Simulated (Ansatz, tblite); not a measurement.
# In8N8 wurtzite off sphere (In₈N₈H₂₂): one state, many levels

One table from this session's results is given with a row withheld; the runs are named, their logs left out.

The runs use Ansatz 0.2.0, Gaussian basis; as each input shows.

Levels to be run: GFN1-xTB, GFN2-xTB, PBE-D4/def2-TZVP, r2SCAN-D4/def2-TZVP, PBE+5HF/def2-SVP, PBE+10HF/def2-SVP, PBE+15HF/def2-SVP, PBE+35HF/def2-SVP, PBE+50HF/def2-SVP, PBE-D4/def2-SVP, PBE0-D4/def2-SVP.

1 further run of the same task is left out (set aside as unsound or not needed). Runs told in other sessions of the task aren't counted.

## The structure

The geometry is that of the singlet, from an earlier relaxation (PBE-D4/def2-SVP).

38 atoms, charge 0, spin multiplicity 1.

Bond lengths: In1–N2 2.267 Å, In1–N3 2.234 Å, In1–H17 1.742 Å, In1–H18 1.746 Å, N2–In5 2.239 Å, N2–H19 1.032 Å, N2–H20 1.032 Å, N3–In4 2.192 Å, N3–In11 2.171 Å, N3–H21 1.035 Å, In4–N6 2.201 Å, In4–N7 2.192 Å, In4–H22 1.743 Å, In5–N6 2.187 Å, In5–N12 2.168 Å, In5–H23 1.742 Å, N6–In9 2.187 Å, N6–H24 1.034 Å and more. Angles: N2–In1–N3 96.0°, N2–In1–H17 105.1°, N2–In1–H18 103.9°, N3–In1–H17 108.9°, N3–In1–H18 107.9°, H17–In1–H18 129.7°, In1–N2–In5 121.6°, In1–N2–H19 107.9°, In1–N2–H20 107.6°, In5–N2–H19 107.2°, In5–N2–H20 107.3°, H19–N2–H20 103.9°, In1–N3–In4 111.3°, In1–N3–In11 109.6°, In1–N3–H21 104.1°, In4–N3–In11 119.3°, In4–N3–H21 105.0°, In11–N3–H21 106.2° and more.

As a file:

```xyz
38
charge 0, multiplicity 1
In    0.45160   -3.94546   -1.30372
N     0.39806   -3.75775    0.95452
N     0.45042   -1.75049   -1.71926
In   -1.41505   -0.81488   -1.04844
In    0.51629   -1.76637    1.97073
N    -1.19724   -0.69197    1.13832
N    -1.29126    1.26939   -1.71616
In   -3.18977    2.36963   -1.29698
In   -1.26890    1.32797    1.97387
N    -3.05381    2.22239    0.96077
In    2.34945   -0.89316   -1.10900
N     2.18392   -0.73002    1.05256
N     2.17380    1.25556   -1.71819
In    0.40240    2.48284   -1.10572
In    2.39125    1.37783    1.80346
N     0.46206    2.25449    1.05546
H    -1.10051   -4.60386   -1.74210
H     2.05447   -4.55270   -1.63653
H    -0.46014   -4.22168    1.29031
H     1.15992   -4.34125    1.33343
H     0.42451   -1.68990   -2.75255
H    -2.87020   -1.65326   -1.51333
H     0.53389   -2.00382    3.69609
H    -2.02950   -1.17251    1.52103
H    -1.25294    1.21811   -2.74957
H    -4.53771    1.35834   -1.73859
H    -2.91140    4.06198   -1.62438
H    -1.46369    1.45990    3.69961
H    -3.88398    1.70901    1.29505
H    -3.17936    3.17258    1.34268
H     3.81901   -1.56901   -1.75144
H     3.03373   -1.18156    1.43298
H     2.29444    1.32616   -2.74007
H     3.00111    1.73232   -1.32127
H     0.55316    4.09417   -1.74599
H     2.29592    1.32105    3.54701
H     3.65929    2.11036    0.82804
H     0.49678    3.21559    1.43738
```

In takes a core potential in the def2 sets. No spin-orbit coupling is included.

PBE0-D4/def2-TZVP was run before; its log isn't repeated, and its numbers join the tables.

The first run:

Tight binding, by tblite at 300 K electronic temperature and without a spin-polarisation term:

```python
tblite.interface.Calculator('GFN1-xTB', numbers, positions, charge=0, uhf=0).singlepoint()
```

Tight binding, by tblite at 300 K electronic temperature and without a spin-polarisation term:

```python
tblite.interface.Calculator('GFN2-xTB', numbers, positions, charge=0, uhf=0).singlepoint()
```

start.molden holds the orbitals of an earlier run on this state, given as this run's starting guess.

Input file in.yaml:

```yaml
crystal:
  periodic: [false, false, false]
  atoms:
    - {symbol: In, position_ang: [0.451601, -3.945465, -1.303721]}
    - {symbol: N, position_ang: [0.398059, -3.757750, 0.954525]}
    - {symbol: N, position_ang: [0.450422, -1.750495, -1.719260]}
    - {symbol: In, position_ang: [-1.415048, -0.814885, -1.048443]}
    - {symbol: In, position_ang: [0.516289, -1.766371, 1.970735]}
    - {symbol: N, position_ang: [-1.197236, -0.691974, 1.138316]}
    - {symbol: N, position_ang: [-1.291260, 1.269394, -1.716160]}
    - {symbol: In, position_ang: [-3.189768, 2.369627, -1.296984]}
    - {symbol: In, position_ang: [-1.268900, 1.327965, 1.973869]}
    - {symbol: N, position_ang: [-3.053806, 2.222387, 0.960771]}
    - {symbol: In, position_ang: [2.349450, -0.893155, -1.109001]}
    - {symbol: N, position_ang: [2.183923, -0.730023, 1.052558]}
    - {symbol: N, position_ang: [2.173800, 1.255562, -1.718194]}
    - {symbol: In, position_ang: [0.402404, 2.482843, -1.105717]}
    - {symbol: In, position_ang: [2.391246, 1.377834, 1.803463]}
    - {symbol: N, position_ang: [0.462064, 2.254487, 1.055459]}
    - {symbol: H, position_ang: [-1.100511, -4.603861, -1.742098]}
    - {symbol: H, position_ang: [2.054467, -4.552703, -1.636529]}
    - {symbol: H, position_ang: [-0.460143, -4.221676, 1.290308]}
    - {symbol: H, position_ang: [1.159916, -4.341250, 1.333433]}
    - {symbol: H, position_ang: [0.424509, -1.689902, -2.752551]}
    - {symbol: H, position_ang: [-2.870205, -1.653265, -1.513332]}
    - {symbol: H, position_ang: [0.533893, -2.003823, 3.696094]}
    - {symbol: H, position_ang: [-2.029501, -1.172510, 1.521027]}
    - {symbol: H, position_ang: [-1.252944, 1.218108, -2.749566]}
    - {symbol: H, position_ang: [-4.537713, 1.358335, -1.738588]}
    - {symbol: H, position_ang: [-2.911396, 4.061977, -1.624377]}
    - {symbol: H, position_ang: [-1.463692, 1.459896, 3.699612]}
    - {symbol: H, position_ang: [-3.883984, 1.709011, 1.295053]}
    - {symbol: H, position_ang: [-3.179359, 3.172575, 1.342680]}
    - {symbol: H, position_ang: [3.819009, -1.569008, -1.751442]}
    - {symbol: H, position_ang: [3.033731, -1.181559, 1.432985]}
    - {symbol: H, position_ang: [2.294436, 1.326163, -2.740068]}
    - {symbol: H, position_ang: [3.001107, 1.732325, -1.321271]}
    - {symbol: H, position_ang: [0.553156, 4.094168, -1.745993]}
    - {symbol: H, position_ang: [2.295916, 1.321054, 3.547008]}
    - {symbol: H, position_ang: [3.659292, 2.110364, 0.828040]}
    - {symbol: H, position_ang: [0.496775, 3.215589, 1.437376]}
basis:
  gaussian: {orbitals: def2-TZVP, fitting: {mean_field: def2-universal-jkfit}, initial_orbitals: start.molden}
hamiltonian: {xc: pbe, dispersion: d4}
scf: {omitted_lower_state_checks: [starts]}
output: {forces: true, orbitals: {seedname: orbitals}}
```

Run with:

```
> ansatz run in.yaml --threads 2 --pin off --events-out ev --progress --plain --max-ram 22528MiB --backend cuda --devices 0, --max-vram 18GiB
```

Steps of the session up to this table: PBE-D4/def2-TZVP; r2SCAN-D4/def2-TZVP; PBE+5HF/def2-SVP; PBE+10HF/def2-SVP; PBE+15HF/def2-SVP; PBE+35HF/def2-SVP; PBE+50HF/def2-SVP; PBE-D4/def2-SVP; PBE0-D4/def2-SVP.

One table of the session follows, with a row left open; its other results are not shown here.

It belongs to the step «Binding energy». 

| level | binding an atom (eV) |
| --- | --- |
| PBE-D4/def2-SVP | 2.953 |
| PBE-D4/def2-TZVP | 2.955 |
| r2SCAN-D4/def2-TZVP | 2.915 |
| PBE0-D4/def2-SVP | ? |
| PBE0-D4/def2-TZVP | 2.899 |

Q: Estimate the row for PBE0-D4/def2-SVP from the others.

The run gave: binding an atom (eV): 2.895. In the column «binding an atom (eV)» it is the lowest.

Limits of these values: Free atoms were run apart at each level; binding is atoms less cluster, divided by the number of atoms, without zero-point or spin-orbit terms.
